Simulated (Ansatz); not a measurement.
The system is GeSb2Te4.

```xyz
7
Lattice="2.1593 1.2467 13.2280 -2.1593 1.2467 13.2280 0.0000 -2.4933 13.2280" Properties=species:S:1:pos:R:3 pbc="T T T"
Te    0.0000    0.0000   28.1349
Te    0.0000    0.0000   11.5492
Te    0.0000    0.0000   22.6074
Te    0.0000    0.0000   17.0768
Sb    0.0000    0.0000   34.1050
Sb    0.0000    0.0000    5.5792
Ge    0.0000    0.0000    0.0000
```

The cell is a database's computed one.

Base run:

```yaml
Program: Ansatz 0.2.0
Functional: PBEsol
Potentials_or_basis: Ansatz PAW
Cutoff: 420 eV
Density_cutoff: 1680 eV
k_mesh: 7 × 7 × 7
Occupations: fermi-dirac, width 0.05 eV
Spin: no spin polarisation
```

Its results: band gap on the k mesh none (metal or under the smearing width); pressure -2.6 GPa; largest force 0.108 eV/Å.

Question: After a change of settings the same cell gave: band gap on the k mesh none (metal or under the smearing width); pressure -3.7 GPa; largest force 0.115 eV/Å. Which change was it?
A. functional from PBEsol to PBE
B. functional from PBEsol to LDA
C. functional from PBEsol to r2SCAN; cutoff from 420 eV to 500 eV; density cutoff from 1680 eV to 2000 eV

Answer: B.

LDA binds more tightly than PBEsol, so the same cell stands under less pressure.

Caveats: the PAW data sets come from PBE, with cores solved anew for the run's functional, which leaves a small shift of forces and pressure.

Not every run made on this cell is shown here.
